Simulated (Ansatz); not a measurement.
# CoSi: the cost of one run

Method: DFT PBEsol, scalar-relativistic, plane waves, PAW, in Ansatz 0.2.0.

The COD entry's cell or inner coordinates are ideal or old and differ from later refinements, so a difference from it is no clean test against experiment.

1 further run of the same task is left out (set aside as unsound or not needed).

## (1) The system as given

The structure is cubic, space group P2_13 (No. 198). The conventional cell has a = 4.431 Å, b = 4.431 Å, c = 4.431 Å, α = 90.00°, β = 90.00°, γ = 90.00°. Around Co (site symmetry 3) lie 7 Si at 2.32 to 2.43 Å. Si (site symmetry 3) is surrounded by 7 Co at 2.32 to 2.43 Å.

As a file:

```cif
data_structure
_symmetry_space_group_name_H-M 'P 1'
_symmetry_Int_Tables_number 1
_cell_length_a 4.4308
_cell_length_b 4.4308
_cell_length_c 4.4308
_cell_angle_alpha 90.000
_cell_angle_beta 90.000
_cell_angle_gamma 90.000
_cell_volume 86.99
loop_
_atom_site_label
_atom_site_type_symbol
_atom_site_fract_x
_atom_site_fract_y
_atom_site_fract_z
_atom_site_occupancy
Co1 Co 0.14502 0.14502 0.14502 1
Co2 Co 0.35498 0.85498 0.64502 1
Co3 Co 0.64502 0.35498 0.85498 1
Co4 Co 0.85498 0.64502 0.35498 1
Si1 Si 0.84316 0.84316 0.84316 1
Si2 Si 0.65684 0.15684 0.34316 1
Si3 Si 0.34316 0.65684 0.15684 1
Si4 Si 0.15684 0.34316 0.65684 1
```

This cell was relaxed beforehand with the same method: volume 10.87 Å³/atom, gap on the mesh none (metal).

## (2) Relaxing with PBEsol

The input, input.yaml:

```yaml
crystal:
  lattice:
    - [4.4308490772, 0.0, 0.0]
    - [0.0, 4.4308490772, 0.0]
    - [0.0, 0.0, 4.4308490772]
  atoms:
    - { symbol: Co, position: [0.1450189122, 0.1450189122, 0.1450189122] }
    - { symbol: Co, position: [0.3549810878, 0.8549810878, 0.6450189122] }
    - { symbol: Co, position: [0.6450189122, 0.3549810878, 0.8549810878] }
    - { symbol: Co, position: [0.8549810878, 0.6450189122, 0.3549810878] }
    - { symbol: Si, position: [0.8431597104, 0.8431597104, 0.8431597104] }
    - { symbol: Si, position: [0.6568402896, 0.1568402896, 0.3431597104] }
    - { symbol: Si, position: [0.3431597104, 0.6568402896, 0.1568402896] }
    - { symbol: Si, position: [0.1568402896, 0.3431597104, 0.6568402896] }
basis:
  ecutwfc: 420
kpoints:
  mp_grid: { grid: [8, 8, 8] }
hamiltonian:
  xc: pbesol
scf:
  occupations: { method: gaussian, width: 0.1 }
output:
  forces: true
  stress: true
  eigenvalues: true
  write_density: true
  write_potential: true
  elf: true
  volumetric_format: npy
relax:
  adjacent_minimum: "off"
  f_tol: 0.005
  max_steps: 50
  cell: { stress_tol: 0.05 }
```

On the command line:

```sh
ansatz run input.yaml --threads 2 --pin off --max-ram 5120MiB --backend cpu --events-out ev --progress --plain --runs-dir out
```

**Question.** How long does this run take on 2 threads of AMD EPYC (Zen 3), shared host, and how much memory does it need?

About 2.3 min, with a peak of 0.48 GiB.
